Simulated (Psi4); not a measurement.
**SnH2ClO (SMILES [OH][SnH][Cl]): UB3LYP/def2-TZVPD (density fitting, core potential, sweep point 4)**

What is the vertical electron affinity of SnH2ClO at UB3LYP/def2-TZVPD (density fitting, core potential, sweep point 4)? 

The calculation is run with Psi4 1.11.

4 further runs of the same task are left out: 4 set aside as unsound or not needed.

### Step 1. Starting point

SnH2ClO has 5 atoms, charge 0, and is taken as a doublet. SMILES: `[OH][SnH][Cl]`. The shape is that of a PBE0-D4/def2-TZVP optimisation. This is one conformer, not always the lowest.

Bond lengths: O1–Sn2 1.964 Å, Sn2–Cl3 2.353 Å, O1–H4 0.962 Å, Sn2–H5 1.737 Å. Angles: O1–Sn2–Cl3 105.0°, O1–Sn2–H5 104.0°, Cl3–Sn2–H5 108.1°, Sn2–O1–H4 113.5°.

### Step 2. The energy at UB3LYP/def2-TZVPD (density fitting, core potential, sweep point 4)

clh2osn.inp reads:

```
memory 1600 MB

molecule system {
  0 2
  O     -1.283600     0.069700    -0.537300
  Sn     0.678700     0.118800    -0.475700
  Cl     1.263300    -1.237700     1.355600
  H     -1.653300    -0.790500    -0.318200
  H      1.044700     1.766200    -0.065800
  symmetry c1
}

set {
  basis def2-TZVPD
  reference uks
  puream true
  scf_type df
  dft_radial_points 99
  dft_spherical_points 590
  d_convergence 1e-05
  e_convergence 1e-05
  maxiter 150
}

energy('b3lyp')
print_variables()
```

Started as:

```sh
$ psi4 clh2osn.inp clh2osn.out -n 1
```

clh2osn.out:

```text
[...]
    !!!  WARNING: ECP capability is in beta. Please check occupations closely.  !!!
[...]
  Running in c1 symmetry.
[...]
  Nuclear repulsion =  175.205929457982222
[...]
  Multiplicity = 2
[...]
  Nalpha       = 25
  Nbeta        = 24
[...]
    Number of basis functions: 160
[...]
   @DF-UKS iter   1:  -750.60590815146156   -9.04874e-01   6.80949e-03 DIIS/ADIIS
[...]
   @DF-UKS iter   9:  -751.10070726026049   -2.70330e-06   3.54771e-06 DIIS
[...]
   @S^2 Observed:                7.544098212E-01
[...]
    Orbital Energies [Eh]
    ---------------------
    Alpha Occupied:
       1A   -101.512018     2A    -19.141045     3A     -9.444700
       4A     -7.204248     5A     -7.199119     6A     -7.198605
       7A     -5.134723     8A     -3.477293     9A     -3.474818
      10A     -3.472357    11A     -1.076587    12A     -1.062039
      13A     -1.058633    14A     -1.056058    15A     -1.055038
      16A     -0.975380    17A     -0.806140    18A     -0.542034
      19A     -0.457413    20A     -0.383237    21A     -0.362975
      22A     -0.349243    23A     -0.326885    24A     -0.320682
      25A     -0.244919
    Alpha Virtual:
[...]
  @DF-UKS Final Energy:  -751.10070726026049
   => Energetics <=
    Nuclear Repulsion Energy =            175.2059294579822222
    One-Electron Energy =               -1466.3395500865281065
    Two-Electron Energy =                 585.0895901201346305
    DFT Exchange-Correlation Energy =     -45.0566767518491602
    Empirical Dispersion Energy =           0.0000000000000000
    VV10 Nonlocal Energy =                  0.0000000000000000
    Total Energy =                       -751.1007072602604921
[...]
 Multipole Moments:
 ------------------------------------------------------------------------------------
     Multipole            Electronic (a.u.)      Nuclear  (a.u.)        Total (a.u.)
 ------------------------------------------------------------------------------------
 L = 1.  Multiply by 2.5417464519 to convert [e a0] to [Debye]
 Dipole X            :          7.8668634           -7.6774618            0.1894016
 Dipole Y            :         17.5696983          -17.4966484            0.0730499
 Dipole Z            :        -25.5523221           24.8941231           -0.6581990
 Magnitude           :                                                    0.6887925
[...]
```

Wall time 15 s (1 thread of Intel Xeon 6975P-C (Granite Rapids), shared host); peak memory 1.3 GiB.

### Step 3. The singlet anion

calc.inp reads:

```
memory 1600 MB

molecule system {
  -1 1
  O     -1.283600     0.069700    -0.537300
  Sn     0.678700     0.118800    -0.475700
  Cl     1.263300    -1.237700     1.355600
  H     -1.653300    -0.790500    -0.318200
  H      1.044700     1.766200    -0.065800
  symmetry c1
}

set globals {
  basis def2-TZVPD
  puream true
  scf_type df
  dft_radial_points 99
  dft_spherical_points 590
  d_convergence 1e-05
  e_convergence 1e-05
}

energy('b3lyp')
print_variables()
```

Started as:

```sh
$ psi4 calc.inp calc.out -n 1
```

calc.out:

```text
[...]
    !!!  WARNING: ECP capability is in beta. Please check occupations closely.  !!!
[...]
  Running in c1 symmetry.
[...]
  Nuclear repulsion =  175.205929457982222
[...]
  Multiplicity = 1
[...]
  Nalpha       = 25
  Nbeta        = 25
[...]
    Number of basis functions: 160
[...]
   @DF-RKS iter   1:  -750.52638819282174   -8.25355e-01   7.51549e-03 DIIS/ADIIS
[...]
   @DF-RKS iter   8:  -751.18189513878804   -4.62644e-06   8.42748e-06 DIIS
[...]
    Orbital Energies [Eh]
    ---------------------
    Doubly Occupied:
       1A   -101.312840     2A    -18.929234     3A     -9.247018
       4A     -7.004755     5A     -7.001861     6A     -7.001366
       7A     -4.888913     8A     -3.232544     9A     -3.228531
      10A     -3.225881    11A     -0.841219    12A     -0.818126
      13A     -0.811831    14A     -0.811418    15A     -0.808154
      16A     -0.759429    17A     -0.610436    18A     -0.326187
      19A     -0.248420    20A     -0.167701    21A     -0.157476
      22A     -0.149415    23A     -0.132887    24A     -0.127717
      25A     -0.005241
[...]
  @DF-RKS Final Energy:  -751.18189513878804
   => Energetics <=
    Nuclear Repulsion Energy =            175.2059294579822222
    One-Electron Energy =               -1476.9576977879546575
    Two-Electron Energy =                 595.8374107719292851
    DFT Exchange-Correlation Energy =     -45.2675375807448432
    Empirical Dispersion Energy =           0.0000000000000000
    VV10 Nonlocal Energy =                  0.0000000000000000
    Total Energy =                       -751.1818951387880361
[...]
 Multipole Moments:
 ------------------------------------------------------------------------------------
     Multipole            Electronic (a.u.)      Nuclear  (a.u.)        Total (a.u.)
 ------------------------------------------------------------------------------------
 L = 1.  Multiply by 2.5417464519 to convert [e a0] to [Debye]
 Dipole X            :          7.6194181           -7.6774618           -0.0580437
 Dipole Y            :         17.3809757          -17.4966484           -0.1156728
 Dipole Z            :        -25.0758265           24.8941231           -0.1817034
 Magnitude           :                                                    0.2230816
[...]
```

It took 9.9 s on 1 thread of Intel Xeon 6975P-C (Granite Rapids), shared host; peak memory 1.3 GiB.

### Step 4. What came out

At UB3LYP/def2-TZVPD (density fitting, core potential, sweep point 4):

```
                                                            quantity          value
                                       doublet SnH2ClO: total energy  -751.10071 Eh
                                      doublet SnH2ClO: dipole moment         1.75 D
                 doublet SnH2ClO: HOMO energy (highest over α and β)       -6.66 eV
                  doublet SnH2ClO: LUMO energy (lowest over α and β)       -4.33 eV
                                               doublet SnH2ClO: ⟨S²⟩          0.754
                                         singlet anion: total energy  -751.18190 Eh
                                          singlet anion: HOMO energy       -0.14 eV
                                          singlet anion: LUMO energy        3.32 eV
singlet anion: HOMO–LUMO gap (to an unbound level, set by the basis)        3.46 eV
                   vertical electron affinity (to the singlet anion)       2.209 eV
```

In words: At fixed nuclei the extra electron is bound by 2.21 eV (213 kJ/mol).
